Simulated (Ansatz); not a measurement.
Set up this calculation in Ansatz 0.2.0, as the native input.

* Task: single point
* Functional: PBEsol
* Potentials or basis: all-electron LAPW, scalar-relativistic
* Cutoff: 289 eV (chosen from the basis error)
* Basis error allowed: 0.001 eV/atom
* k mesh: 7 × 7 × 7
* Occupations: fermi-dirac, width 0.05 eV
* Spin: no spin polarisation

IrPt3:

```
Pt Ir
1.0
     3.95125    0.00000    0.00000
     0.00000    3.95125    0.00000
     0.00000    0.00000    3.95125
Pt Ir
3 1
Direct
  0.50926 0.50108 0.99645
  0.50521 0.99968 0.50523
  0.99336 0.51493 0.48680
  0.01170 0.99795 0.00658
```

The cell comes from a database or a generator and needn't be the stable form of this composition.

The cell isn't the ideal one: atoms moved at random, drawn with an rms of 0.05 Å.

One way to write it, as run:

input.yaml

```yaml
crystal:
  lattice:
    - [3.951253, 0.0, 0.0]
    - [0.0, 3.951253, 0.0]
    - [0.0, 0.0, 3.951253]
  atoms:
    - { symbol: Pt, position: [0.509265, 0.501075, -0.003551] }
    - { symbol: Pt, position: [0.505212, -0.000324, 0.505225] }
    - { symbol: Pt, position: [-0.006642, 0.514927, 0.486802] }
    - { symbol: Ir, position: [0.0117, -0.002051, 0.006582] }
kpoints:
  mp_grid: { grid: [7, 7, 7] }
scf:
  occupations: { method: fermi_dirac, width: 0.05 }
hamiltonian:
  xc: pbesol
  pseudopotentials: { kind: all_electron, lapw: { basis_error: 0.001 } }
output:
  forces: true
  stress: true
  eigenvalues: true
  populations: true
```

Potentials or basis: all-electron LAPW, scalar-relativistic.

The run is started by

```sh
$ ansatz run input.yaml --threads 2 --pin off --max-ram 8192MiB --backend cpu --events-out ev --progress --plain --runs-dir out
```

It gave:

| Item | Value |
| --- | --- |
| Pressure | -10.8 GPa |
| Largest force | 1.132 eV/Å |
| Band gap on the k mesh | none (metal or under the smearing width) |

It took 6.7 min on 2 threads of AMD EPYC 7R13 Processor (Zen 3), on a shared host, peak memory 2.3 GiB.
